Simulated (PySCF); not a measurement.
**C4H12GeO4: geometry, NMR shifts, electronic excitations and core binding energies**

What NMR shifts, electronic excitations and core binding energies should C4H12GeO4 (`C[O][Ge]([O]C)([O]C)[O]C`) show?

The runs use PySCF 2.14.0, with density-fitted response routines of our own; the level of theory stands in each step. All values are computed, except where a source is named. Atoms are numbered from 0 throughout.

### Step 1. The starting structure

21 atoms, charge 0, multiplicity 1; geometry from: GFN2-xTB.

Bonds of the start (Å): C0–O1 1.42, O1–Ge2 1.75, Ge2–O3 1.75, O3–C4 1.42, Ge2–O5 1.75, O5–C6 1.42, Ge2–O7 1.75, O7–C8 1.42, C0–H9 1.09, C0–H10 1.09, C0–H11 1.09, C4–H12 1.09, C4–H13 1.09, C4–H14 1.09, C6–H15 1.09, C6–H16 1.09, C6–H17 1.09, C8–H18 1.09, C8–H19 1.09, C8–H20 1.09.

### Step 2. Relaxing the molecule at PBE0-D3(BJ)/def2-SVP

What the job is given:

```
{"job": {"xc": "PBE0", "basis": "def2-SVP", "d3": "d3bj", "grid": 1, "kind": "geom"}, "charge": 0, "multiplicity": 1}
C     -1.577618     0.517720     2.308472
O     -0.722617    -0.342934     1.569892
Ge    -0.018451    -0.002987     0.007360
O     -1.060553    -0.138950    -1.387746
C     -1.466560    -1.346389    -2.015865
O      0.484942     1.669871     0.063404
C      0.878307     2.456647    -1.051918
O      1.235897    -1.197159    -0.223167
C      2.171101    -1.623439     0.756930
H     -1.654265     0.084899     3.306985
H     -2.568890     0.566583     1.854718
H     -1.165951     1.524669     2.374338
H     -2.241439    -1.845942    -1.431707
H     -1.868566    -1.062374    -2.989260
H     -0.626453    -2.027342    -2.150791
H      0.943495     3.483971    -0.690603
H      0.146674     2.396187    -1.857445
H      1.851786     2.139079    -1.429528
H      1.672156    -1.899341     1.685599
H      2.903257    -0.840843     0.963566
H      2.674828    -2.494982     0.336294
```

Standard output:

```text
step   0  E = -2536.22100925  max force = 0.017708
step   1  E = -2536.22425121  max force = 0.007179
step   2  E = -2536.22458661  max force = 0.001144
step   3  E = -2536.22462257  max force = 0.000306
step   4  E = -2536.22463223  max force = 0.000409
optimisation converged
```

It took 2.2 min on 1 thread, shared host.

The steps of the relaxation:

| step | energy from step 0 (eV) | largest force component (eV/Å) |
| --- | --- | --- |
| 0 | 0.0000 | 0.9106 |
| 1 | -0.0882 | 0.3692 |
| 2 | -0.0973 | 0.0588 |
| 3 | -0.0983 | 0.0157 |
| 4 | -0.0986 | 0.0210 |

Distances of close pairs at the start and the end, largest changes first:

| bond | before (Å) | after (Å) | change (Å) |
| --- | --- | --- | --- |
| C8–H18 | 1.090 | 1.103 | +0.013 |
| C0–H11 | 1.090 | 1.103 | +0.013 |
| C6–H17 | 1.091 | 1.105 | +0.013 |
| C0–H10 | 1.091 | 1.105 | +0.013 |
| C6–H16 | 1.090 | 1.103 | +0.013 |
| C4–H14 | 1.090 | 1.103 | +0.013 |
| C8–H19 | 1.091 | 1.105 | +0.013 |
| C4–H12 | 1.091 | 1.105 | +0.013 |

The next job starts from the end point, and lists it.

| at the end point | value |
| --- | --- |
| point group (found at 0.08 Å tolerance) | C1 |
| rotational constants (GHz, main isotopes) | 1.109, 1.101, 1.079 |
| dipole moment (D) | 0.07 |

### Step 3. Nuclear shieldings: PBE0/pcSseg-1

What the job is given:

```
{"job": {"kind": "nmr", "xc": "PBE0", "basis": "pcSseg-1"}, "charge": 0, "multiplicity": 1}
C     -1.676943     0.449892     2.163980
O     -0.807502    -0.446105     1.511973
Ge    -0.016072    -0.013447     0.009171
O     -1.042846    -0.004439    -1.411380
C     -1.445251    -1.201887    -2.034332
O      0.573873     1.625156     0.211146
C      1.025989     2.378058    -0.890051
O      1.217749    -1.225767    -0.273844
C      2.084706    -1.638756     0.756048
H     -1.846298     0.078878     3.186248
H     -2.655237     0.511878     1.654996
H     -1.253649     1.466626     2.227253
H     -2.238851    -1.712970    -1.460726
H     -1.849035    -0.951459    -3.027167
H     -0.604976    -1.904285    -2.165269
H      1.122002     3.426907    -0.570576
H      0.323170     2.333874    -1.739108
H      2.015512     2.034768    -1.241020
H      1.538202    -1.895989     1.679196
H      2.830482    -0.861187     0.999608
H      2.624342    -2.533218     0.409625
```

Method: GIAO PBE0/pcSseg-1 NMR shielding, non-relativistic, gas phase.

Standard output:

```text
coarse grid: 78520 points
cycle   1  E = -2536.2553631332  dE =  3.622e-01  |g| = 1.493e+00  |ddm| = 4.131e+00
cycle   2  E = -2535.8743952482  dE =  3.810e-01  |g| = 2.118e+00  |ddm| = 2.194e+00
cycle   3  E = -2536.5476614827  dE = -6.733e-01  |g| = 1.338e-01  |ddm| = 1.450e+00
cycle   4  E = -2536.5504642757  dE = -2.803e-03  |g| = 4.895e-02  |ddm| = 8.381e-02
cycle   5  E = -2536.5507380273  dE = -2.738e-04  |g| = 9.406e-03  |ddm| = 2.723e-02
cycle   6  E = -2536.5507518161  dE = -1.379e-05  |g| = 1.367e-03  |ddm| = 7.991e-03
cycle   7  E = -2536.5507521461  dE = -3.300e-07  |g| = 5.475e-04  |ddm| = 1.543e-03
final grid: 167168 points
cycle   8  E = -2536.5507811470  dE =  2.651e-08  |g| = 9.205e-04  |ddm| = 1.573e-03
cycle   9  E = -2536.5507808407  dE =  3.063e-07  |g| = 1.612e-03  |ddm| = 1.571e-03
cycle  10  E = -2536.5507812973  dE = -4.566e-07  |g| = 5.449e-05  |ddm| = 9.941e-04
cycle  11  E = -2536.5507812980  dE = -6.257e-10  |g| = 1.295e-05  |ddm| = 5.236e-05
converged SCF energy = -2536.5507812980

GIAO shielding tensors (ppm)
atom      isotropic    diamagn.    paramagn.     s11        s22        s33       span
  0 C      130.189     242.366    -112.177    102.179    103.778    184.611     82.431
  1 O      315.416     405.344     -89.927    262.066    315.443    368.740    106.674
  2 Ge    1375.823    2763.350   -1387.527   1358.767   1362.481   1406.221     47.454
  3 O      316.372     405.438     -89.067    263.875    316.203    369.037    105.162
  4 C      130.136     242.299    -112.163    102.093    103.720    184.594     82.501
  5 O      316.844     405.373     -88.530    265.724    315.850    368.958    103.235
  6 C      130.183     242.434    -112.251    102.306    103.706    184.537     82.231
  7 O      316.298     405.409     -89.110    262.573    318.004    368.319    105.746
  8 C      130.220     242.364    -112.144    102.419    103.681    184.560     82.142
  9 H       27.647      27.897      -0.250     23.131     24.742     35.068     11.938
 10 H       27.639      29.328      -1.689     22.842     25.024     35.052     12.211
 11 H       27.459      29.814      -2.355     21.870     26.136     34.373     12.503
 12 H       27.636      29.294      -1.658     22.853     24.990     35.066     12.213
 13 H       27.644      27.911      -0.267     23.129     24.739     35.062     11.933
 14 H       27.446      29.796      -2.349     21.832     26.143     34.364     12.532
 15 H       27.644      27.937      -0.293     23.128     24.746     35.059     11.931
 16 H       27.458      29.831      -2.372     21.888     26.108     34.379     12.491
 17 H       27.645      29.436      -1.791     22.845     25.035     35.054     12.209
 18 H       27.476      29.742      -2.266     21.948     26.037     34.443     12.495
 19 H       27.632      29.434      -1.802     22.796     25.075     35.025     12.228
 20 H       27.642      27.898      -0.256     23.124     24.739     35.064     11.939
```

Run time: 50 s. Hardware: 1 thread, shared host.

The references, computed at this level on geometries of the same kind, shield at (ppm): 1H TMS 31.27, 13C TMS 184.4, 17O H2O 334.6, 73Ge GeMe4 1330. Their shielding less the atom's gives the shift. The references are single molecules in the gas phase, so shifts against H2O, NH3, PH3, H3PO4 or CFCl3 are not on the usual liquid scales and can be off by tens of ppm. Atoms listed in one row are averaged.

| atoms | environment | σ (ppm) | δ (ppm) |
| --- | --- | --- | --- |
| C0, C4, C6, C8 | methyl carbon bonded to O | 130.2 | 54.2 |
| H9, H10, H11, H12, H13 and 7 more | hydrogen on a methyl carbon bonded to O | 27.58 | 3.69 |
| O1, O3, O5, O7 | oxygen bonded to C, Ge | 316.2 | 18.3 |
| Ge2 | germanium bonded to 4 O | 1376 | -46 |

Charges from the same density, by scheme (e):

| atoms | Mulliken | IAO | Hirshfeld | ESP fit |
| --- | --- | --- | --- | --- |
| C0, C4, C6, C8 | -0.02 | -0.19 | -0.04 | -0.14 |
| O1, O3, O5, O7 | -0.72 | -0.61 | -0.24 | -0.42 |
| Ge2 | 1.68 | 1.58 | 0.64 | 1.10 |

Mayer bond orders: C0–O1 0.90, O1–Ge2 0.84, Ge2–O3 0.84, O3–C4 0.90, Ge2–O5 0.84, O5–C6 0.90, Ge2–O7 0.84, O7–C8 0.90.

### Step 4. Ultraviolet spectrum: wB97X-D/def2-SVPD

Same as in step 3 but for these lines:

```diff
@@ -1,2 +1,2 @@
-{"job": {"kind": "nmr", "xc": "PBE0", "basis": "pcSseg-1"}, "charge": 0, "multiplicity": 1}
+{"job": {"kind": "uv", "xc": "wB97X-D", "basis": "def2-SVPD", "ip": true}, "charge": 0, "multiplicity": 1}
 C     -1.676943     0.449892     2.163980
```

With the program's defaults for keys left out, this is: TDDFT wB97X-D/def2-SVPD, vertical, gas phase, core orbitals frozen in the response.

Standard output:

```text
coarse grid: 78520 points
cycle   1  E = -2536.6764594050  dE =  4.287e-01  |g| = 1.207e+00  |ddm| = 7.969e+00
cycle   2  E = -2536.5923189145  dE =  8.414e-02  |g| = 1.451e+00  |ddm| = 5.994e+00
cycle   3  E = -2536.9373973642  dE = -3.451e-01  |g| = 4.400e-02  |ddm| = 2.491e+00
cycle   4  E = -2536.9378720739  dE = -4.747e-04  |g| = 1.135e-02  |ddm| = 1.013e-01
cycle   5  E = -2536.9379102089  dE = -3.814e-05  |g| = 2.992e-03  |ddm| = 4.772e-02
cycle   6  E = -2536.9379126509  dE = -2.442e-06  |g| = 7.607e-04  |ddm| = 8.885e-03
final grid: 167168 points
cycle   7  E = -2536.9371958248  dE = -2.123e-06  |g| = 1.004e-03  |ddm| = 1.840e-02
cycle   8  E = -2536.9371958597  dE = -3.486e-08  |g| = 1.018e-03  |ddm| = 3.821e-03
cycle   9  E = -2536.9371960504  dE = -1.907e-07  |g| = 1.550e-04  |ddm| = 1.531e-03
cycle  10  E = -2536.9371960550  dE = -4.679e-09  |g| = 5.786e-05  |ddm| = 2.894e-04
cycle  11  E = -2536.9371960559  dE = -8.795e-10  |g| = 1.394e-05  |ddm| = 2.090e-04
converged SCF energy = -2536.9371960559

Static polarisability (au): isotropic 91.313, principal 91.062 91.279 91.599

Singlet excitations
state   eV       nm        f      main configurations
  1   7.2268    171.6   0.01293   H->L 0.77
  2   7.2412    171.2   0.01368   H-1->L 0.77
  3   7.3100    169.6   0.00003   H-2->L 0.79, H-2->L+2 0.08
  4   7.5040    165.2   0.03223   H-3->L 0.81
  5   8.0578    153.9   0.02486   H-4->L 0.65, H-5->L 0.13
  6   8.0661    153.7   0.02525   H-5->L 0.65, H-4->L 0.13
  7   8.3285    148.9   0.00073   H-6->L 0.62
  8   8.5498    145.0   0.01891   H-1->L+1 0.34, H-1->L+2 0.23, H->L+2 0.14
  9   8.5508    145.0   0.01973   H->L+2 0.31, H->L+1 0.24, H-1->L+2 0.13
 10   8.5992    144.2   0.00007   H-2->L+2 0.34, H->L+3 0.19, H-1->L+4 0.17

Triplet excitations (Tamm-Dancoff, eV): 6.8298 6.8439 6.9809 7.0831
Vertical ionisation energy (delta-SCF) = 10.1777 eV
```

Run time: 9.5 min. Hardware: 1 thread, shared host.

The orbitals next to the gap, with their largest atomic shares:

| orbital | eV | atoms |
| --- | --- | --- |
| HOMO−3 | -10.29 | O7 16 %, O5 16 %, O1 15 % |
| HOMO−2 | -10.19 | O3 16 %, O5 15 %, O1 15 % |
| HOMO−1 | -10.07 | O7 31 %, O5 31 %, C6 7 % |
| HOMO | -10.06 | O1 32 %, O3 31 %, C0 7 % |
| LUMO | 1.73 | Ge2 27 %, O1 8 %, O3 8 % |
| LUMO+1 | 2.68 | C8 10 %, C6 8 %, C4 8 % |
| LUMO+2 | 2.76 | O3 9 %, O5 8 %, C6 8 % |

With each of the 10 states as a Gaussian band of 0.4 eV half-width at 1/e, the curve within the window shown has maxima at 166 nm (ε 2,300), 152 nm (ε 2,600) L/(mol cm). Beyond the last state computed it falls off for lack of states. The curve at chosen wavelengths:

```csv
nm,ε (L/mol/cm)
139,762
141,1244
143,1720
145,2099
147,2363
148,2459
150,2590
152,2634
154,2578
156,2446
158,2307
160,2228
162,2226
163,2245
165,2283
167,2267
169,2156
171,1943
173,1652
175,1325
177,1003
178,854
180,594
182,392
184,245
186,146
```

Further results of this job:

| property | computed |
| --- | --- |
| dipole moment (D) | 0.07 |
| polarisability (Å³) | 13.53 |
| HOMO–LUMO gap (eV) | 11.79 |
| −ε(HOMO) (eV) | 10.06 |

### Step 5. Shielding tensors: B3LYP/pcSseg-1

Same as in step 4 but for these lines:

```diff
@@ -1,2 +1,2 @@
-{"job": {"kind": "uv", "xc": "wB97X-D", "basis": "def2-SVPD", "ip": true}, "charge": 0, "multiplicity": 1}
+{"job": {"kind": "nmr", "xc": "B3LYP", "basis": "pcSseg-1", "pop": false}, "charge": 0, "multiplicity": 1}
 C     -1.676943     0.449892     2.163980
```

Level: GIAO B3LYP/pcSseg-1 NMR shielding, non-relativistic, gas phase.

Standard output:

```text
coarse grid: 78520 points
cycle   1  E = -2537.0314802168  dE =  3.962e-01  |g| = 1.643e+00  |ddm| = 4.158e+00
cycle   2  E = -2536.4092612667  dE =  6.222e-01  |g| = 2.519e+00  |ddm| = 2.644e+00
cycle   3  E = -2537.3876700910  dE = -9.784e-01  |g| = 1.717e-01  |ddm| = 1.826e+00
cycle   4  E = -2537.3922159905  dE = -4.546e-03  |g| = 6.748e-02  |ddm| = 1.124e-01
cycle   5  E = -2537.3927615246  dE = -5.455e-04  |g| = 1.311e-02  |ddm| = 3.808e-02
cycle   6  E = -2537.3927907850  dE = -2.926e-05  |g| = 1.977e-03  |ddm| = 1.183e-02
cycle   7  E = -2537.3927914866  dE = -7.016e-07  |g| = 7.718e-04  |ddm| = 2.147e-03
final grid: 167168 points
cycle   8  E = -2537.3927941786  dE =  1.147e-07  |g| = 1.445e-03  |ddm| = 2.422e-03
cycle   9  E = -2537.3927932153  dE =  9.633e-07  |g| = 2.761e-03  |ddm| = 2.629e-03
cycle  10  E = -2537.3927945463  dE = -1.331e-06  |g| = 8.401e-05  |ddm| = 1.718e-03
cycle  11  E = -2537.3927945478  dE = -1.561e-09  |g| = 1.868e-05  |ddm| = 7.575e-05
cycle  12  E = -2537.3927945479  dE = -5.639e-11  |g| = 6.032e-06  |ddm| = 1.300e-05
converged SCF energy = -2537.3927945479

GIAO shielding tensors (ppm)
atom      isotropic    diamagn.    paramagn.     s11        s22        s33       span
  0 C      124.095     241.305    -117.210     95.646     97.128    179.511     83.865
  1 O      307.981     405.998     -98.017    254.472    306.936    362.537    108.065
  2 Ge    1352.547    2763.546   -1410.999   1333.970   1337.772   1385.898     51.928
  3 O      308.983     406.088     -97.105    256.384    307.740    362.826    106.442
  4 C      124.043     241.240    -117.197     95.562     97.077    179.489     83.927
  5 O      309.508     406.026     -96.519    258.378    307.398    362.748    104.370
  6 C      124.087     241.369    -117.283     95.777     97.057    179.425     83.648
  7 O      308.944     406.061     -97.116    255.038    309.660    362.135    107.098
  8 C      124.130     241.298    -117.168     95.903     97.038    179.449     83.546
  9 H       27.740      27.945      -0.206     23.332     24.902     34.986     11.654
 10 H       27.702      29.452      -1.750     23.012     25.064     35.030     12.018
 11 H       27.523      29.968      -2.445     22.070     26.121     34.378     12.308
 12 H       27.699      29.417      -1.717     23.023     25.033     35.043     12.020
 13 H       27.737      27.962      -0.225     23.331     24.899     34.981     11.650
 14 H       27.510      29.949      -2.439     22.032     26.128     34.369     12.337
 15 H       27.738      27.987      -0.250     23.330     24.907     34.976     11.646
 16 H       27.522      29.982      -2.460     22.088     26.095     34.383     12.294
 17 H       27.708      29.564      -1.856     23.016     25.073     35.034     12.018
 18 H       27.540      29.889      -2.349     22.147     26.029     34.444     12.297
 19 H       27.695      29.564      -1.869     22.969     25.108     35.006     12.037
 20 H       27.735      27.947      -0.211     23.326     24.899     34.981     11.655
```

Wall time 50 s (1 thread, shared host).

In short: δ C0 55.1, O1 25.2, Ge2 -61, H9 3.73 ppm (means over like atoms).

### Step 6. Core-electron binding energies: SCAN, X2C

Same as in step 5 but for these lines:

```diff
@@ -1,2 +1,2 @@
-{"job": {"kind": "nmr", "xc": "B3LYP", "basis": "pcSseg-1", "pop": false}, "charge": 0, "multiplicity": 1}
+{"job": {"kind": "xps"}, "charge": 0, "multiplicity": 1}
 C     -1.676943     0.449892     2.163980
```

Level: delta-SCF UKS SCAN, pcX-2 on the ionised atom, pcseg-1 elsewhere, spin-free X2C.

Standard output:

```text
ground state, core basis on atom 0 (C), 230 functions
  cycle   1  E = -2554.27591536  |g| = 1.12e+00
  cycle   2  E = -2553.76692207  |g| = 1.96e+00
  cycle   3  E = -2554.51839699  |g| = 1.19e-01
  cycle   4  E = -2554.52072527  |g| = 5.92e-02
  cycle   5  E = -2554.52154204  |g| = 1.52e-02
  cycle   6  E = -2554.52156541  |g| = 9.24e-03
  cycle   7  E = -2554.52158220  |g| = 1.50e-03
  cycle   8  E = -2554.52158316  |g| = 5.06e-04
  cycle   9  E = -2554.52158245  |g| = 1.71e-04
  E(ground) = -2554.67727169 Eh
hole in C 1s of atom 0
  cycle   1  E = -2543.23445186  |g| = 1.50e+00
  cycle   2  E = -2540.35748809  |g| = 2.55e+00
  cycle   3  E = -2543.20377279  |g| = 1.16e+00
  cycle   4  E = -2543.71425722  |g| = 4.28e-01
  cycle   5  E = -2543.77359879  |g| = 1.82e-01
  cycle   6  E = -2543.78132542  |g| = 1.10e-01
  cycle   7  E = -2543.78588361  |g| = 2.91e-02
  cycle   8  E = -2543.78619576  |g| = 1.04e-02
  cycle   9  E = -2543.78624163  |g| = 4.87e-03
  cycle  10  E = -2543.78625030  |g| = 1.88e-03
  cycle  11  E = -2543.78625501  |g| = 1.27e-03
  cycle  12  E = -2543.78625373  |g| = 8.08e-04
  cycle  13  E = -2543.78625467  |g| = 2.67e-04
  E(ion) = -2543.94125435 Eh   <S^2> = 0.7724   hole on atom = 1.000   binding energy = 292.142 eV
ground state, core basis on atom 1 (O), 230 functions
  cycle   1  E = -2554.55254460  |g| = 1.03e-01
  cycle   2  E = -2554.55102941  |g| = 1.04e-01
  cycle   3  E = -2554.55229426  |g| = 6.38e-02
  cycle   4  E = -2554.55300444  |g| = 9.02e-03
  cycle   5  E = -2554.55301796  |g| = 2.21e-03
  cycle   6  E = -2554.55302005  |g| = 5.69e-04
  cycle   7  E = -2554.55302138  |g| = 1.64e-04
  E(ground) = -2554.70698966 Eh
hole in O 1s of atom 1
  cycle   1  E = -2533.95015724  |g| = 2.23e+00
  cycle   2  E = -2532.73645247  |g| = 2.54e+00
  cycle   3  E = -2534.55236507  |g| = 7.56e-01
  cycle   4  E = -2534.67556475  |g| = 5.46e-01
  cycle   5  E = -2534.78509667  |g| = 1.24e-01
  cycle   6  E = -2534.78984878  |g| = 5.52e-02
  cycle   7  E = -2534.79089418  |g| = 2.32e-02
  cycle   8  E = -2534.79109170  |g| = 6.77e-03
  cycle   9  E = -2534.79111033  |g| = 1.34e-03
  cycle  10  E = -2534.79111162  |g| = 8.96e-04
  cycle  11  E = -2534.79111188  |g| = 4.07e-04
  E(ion) = -2534.94554218 Eh   <S^2> = 0.7634   hole on atom = 1.000   binding energy = 537.736 eV
```

Wall time 42 s (1 thread, shared host).

The holes in one table. −ε is the ground-state orbital energy:

| hole | stands for | environment | ΔSCF (eV) | −ε (eV) | ⟨S²⟩ |
| --- | --- | --- | --- | --- | --- |
| C1s on C0 | C0, C4, C6, C8 | methyl carbon bonded to O | 292.14 | 274.8 | 0.772 |
| O1s on O1 | O1, O3, O5, O7 | oxygen bonded to C, Ge | 537.74 | 516.6 | 0.763 |

Each hole run stands for the others of its class of like atoms.

### Step 7. Comparing the runs: NMR shifts

Shifts (ppm), means over like atoms, with basis size and wall time:

| run | C0 | H9 | O1 | Ge2 | functions | time |
| --- | --- | --- | --- | --- | --- | --- |
| PBE0/pcSseg-1 | 54.2 | 3.69 | 18.3 | -46 | 237 | 50 s |
| B3LYP/pcSseg-1 | 55.1 | 3.73 | 25.2 | -61 | 237 | 50 s |

### Step 8. Summary of results

```
                                                               quantity                        value
                                                            point group                           C1
                                   rotational constants (main isotopes)         1.11, 1.10, 1.08 GHz
13C shifts against TMS (PBE0/pcSseg-1, means over atoms taken as alike)                     54.2 ppm
 1H shifts against TMS (PBE0/pcSseg-1, means over atoms taken as alike)                     3.69 ppm
17O shifts against H2O (PBE0/pcSseg-1, means over atoms taken as alike)                     18.3 ppm
                              73Ge shifts against GeMe4 (PBE0/pcSseg-1)                      -46 ppm
                                     lowest singlet (wB97X-D/def2-SVPD)  7.23 eV (172 nm), f = 0.013
                               brightest single state of those computed  state 4, 7.50 eV, f = 0.032
                                                         lowest triplet                      6.83 eV
                                      vertical ionisation energy (ΔSCF)                     10.18 eV
                                       C1s binding energies, SCAN/pcX-2                 C0 292.14 eV
                                       O1s binding energies, SCAN/pcX-2                 O1 537.74 eV
                                              range of the shift of Ge2               -61 to -46 ppm
```

**Reading.** Over 4 steps the energy fell by 0.099 eV; of the close pairs, C8–H18 changed most, 1.090 to 1.103 Å. At PBE0/pcSseg-1: The widest tensor belongs to O1, O3, O5, O7: span 105 ppm, with a paramagnetic part of -89 ppm. The lowest singlet, at 7.23 eV, is HOMO→LUMO 0.77 and is weak; of the 10 states computed, the strongest absorption comes from states 5 to 6 together at 8.07 eV. The lowest triplet lies 0.40 eV below the lowest singlet (triplets in Tamm-Dancoff, singlets in full TDDFT). The orbital energy would give 10.06 eV for ionisation, ΔSCF gives 10.18 eV. In ppm, Ge2 moves most: its shift spreads over 15 ppm, from -61 (B3LYP/pcSseg-1) to -46 (PBE0/pcSseg-1). Spin-orbit coupling is left out, which matters for shieldings and couplings at and beside the heavy atoms.
